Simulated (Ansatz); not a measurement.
# C2H3ClGaN: basis-set convergence

An exercise on one series of results from a longer session: the logs are not shown, and one member is left open.

Method: one geometry, several basis sets; program: Ansatz 0.2.0, Gaussian basis.

The runs, in order: PBE0-D4/def2-SVP; ωB97M-V/def2-SVP; PBE0-D4/def2-QZVPP; ωB97M-V/def2-QZVPP; the functionals' def2-TZVPP values are taken from earlier runs.

### The geometry

All runs share one geometry, relaxed beforehand with PBE0-D4 in a triple-zeta def2 set.

8 atoms, charge 0, spin multiplicity 1.

Atoms are counted from 1 here; the program's logs count them from 0.

Bond lengths: C1–Ga2 1.939 Å, C1–H6 1.089 Å, C1–H7 1.092 Å, C1–H8 1.092 Å, Ga2–Cl3 2.132 Å, Ga2–C4 1.942 Å, C4–N5 1.153 Å. Angles: Ga2–C1–H6 110.8°, Ga2–C1–H7 109.5°, Ga2–C1–H8 109.6°, H6–C1–H7 109.5°, H6–C1–H8 109.5°, H7–C1–H8 107.8°, C1–Ga2–Cl3 123.3°, C1–Ga2–C4 124.1°, Cl3–Ga2–C4 112.6°, Ga2–C4–N5 177.6°.

The first run:

in.yaml

```yaml
crystal:
  periodic: [false, false, false]
  atoms:
    - {symbol: C, position_ang: [-1.266003, -0.405572, 0.226969]}
    - {symbol: Ga, position_ang: [0.610564, 0.071370, 0.321538]}
    - {symbol: Cl, position_ang: [1.764539, -0.066939, 2.108415]}
    - {symbol: C, position_ang: [1.644937, 0.722812, -1.187846]}
    - {symbol: N, position_ang: [2.218908, 1.105762, -2.111498]}
    - {symbol: H, position_ang: [-1.632890, -0.727275, 1.200343]}
    - {symbol: H, position_ang: [-1.402167, -1.210959, -0.497789]}
    - {symbol: H, position_ang: [-1.845789, 0.453701, -0.116133]}
basis:
  gaussian: {orbitals: def2-SVP}
hamiltonian: {xc: pbe0, dispersion: d4}
output: {orbitals: {seedname: orbitals}}
```

Among the steps run: PBE0-D4 in def2-SVP; ωB97M-V in def2-SVP; PBE0-D4 in def2-QZVPP; ωB97M-V in def2-QZVPP.

One table of the session follows, with a row left open; its other results are not shown here.

It belongs to the step «Density functionals: the series». 

| functional | basis | HOMO (eV) | LUMO (eV) |
| --- | --- | --- | --- |
| PBE0-D4 | def2-SVP | -8.94 | -2.07 |
| PBE0-D4 | def2-TZVPP | -9.07 | -2.19 |
| PBE0-D4 | def2-QZVPP | -9.09 | -2.22 |
| ωB97M-V | def2-SVP | -11.15 | -0.21 |
| ωB97M-V | def2-TZVPP | ? | ? |
| ωB97M-V | def2-QZVPP | -11.34 | -0.45 |

**Question.** Estimate the row for ωB97M-V, def2-TZVPP.

As computed: HOMO (eV): -11.31; LUMO (eV): -0.38. In the column «HOMO (eV)» it lies between ωB97M-V, def2-QZVPP (-11.34) and ωB97M-V, def2-SVP (-11.15).
